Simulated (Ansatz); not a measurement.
**CH4FNOSn: how energies converge with the basis set**

How large a basis does CH4FNOSn need? Two functionals are run in growing sets.

The runs use Ansatz 0.2.0, Gaussian basis; one geometry, several basis sets.

Levels to be run: PBE0-D4/def2-SVP; ωB97M-V/def2-SVP; PBE0-D4/def2-QZVPP; ωB97M-V/def2-QZVPP; the functionals' def2-TZVPP values are taken from earlier runs.

**1. Structure used throughout**

The geometry comes from an earlier relaxation with PBE0-D4 in a triple-zeta def2 set; it is a stationary point, not always the lowest conformer. Sn takes the def2 core potential; no spin-orbit term is included.

9 atoms, charge 0, spin multiplicity 1.

Atoms are counted from 1 here; the program's logs count them from 0.

Bond lengths: N1–Sn2 2.015 Å, N1–H6 1.007 Å, N1–H7 1.009 Å, Sn2–F3 1.982 Å, C4–O5 1.207 Å, C4–H8 1.103 Å, C4–H9 1.101 Å. Angles: Sn2–N1–H6 125.4°, Sn2–N1–H7 122.6°, H6–N1–H7 112.0°, N1–Sn2–F3 91.2°, O5–C4–H8 120.0°, O5–C4–H9 120.9°, H8–C4–H9 119.1°.

**2. PBE0-D4 in def2-SVP**

File in.yaml:

```yaml
crystal:
  periodic: [false, false, false]
  atoms:
    - {symbol: N, position_ang: [0.628303, 1.649105, -0.980216]}
    - {symbol: Sn, position_ang: [1.132298, 1.045096, 0.874467]}
    - {symbol: F, position_ang: [1.668317, -0.738127, 0.194612]}
    - {symbol: C, position_ang: [-1.075040, -1.422986, 0.715889]}
    - {symbol: O, position_ang: [-1.060914, -0.299942, 1.156638]}
    - {symbol: H, position_ang: [0.312317, 2.573078, -1.227119]}
    - {symbol: H, position_ang: [0.657219, 1.034050, -1.779170]}
    - {symbol: H, position_ang: [-1.995927, -2.027606, 0.777400]}
    - {symbol: H, position_ang: [-0.177974, -1.858868, 0.250499]}
basis:
  gaussian: {orbitals: def2-SVP}
hamiltonian: {xc: pbe0, dispersion: d4}
output: {orbitals: {seedname: orbitals}}
```

After this run come: ωB97M-V in def2-SVP; PBE0-D4 in def2-QZVPP; ωB97M-V in def2-QZVPP.

Before running them: what should the planned runs give, taken together? Wanted: PBE0-D4: double and triple zeta above quadruple; ωB97M-V: double and triple zeta above quadruple.

**Answer**, as computed:

| quantity | value |
| --- | --- |
| PBE0-D4: double and triple zeta above quadruple | 9.83, 0.49 eV |
| ωB97M-V: double and triple zeta above quadruple | 10.10, 0.48 eV |

What this shows: PBE0-D4 gains 9.33 eV from double to triple zeta, then 0.49 eV more. These are total energies; as a rule much of such shifts cancels in differences, which this series doesn't test.
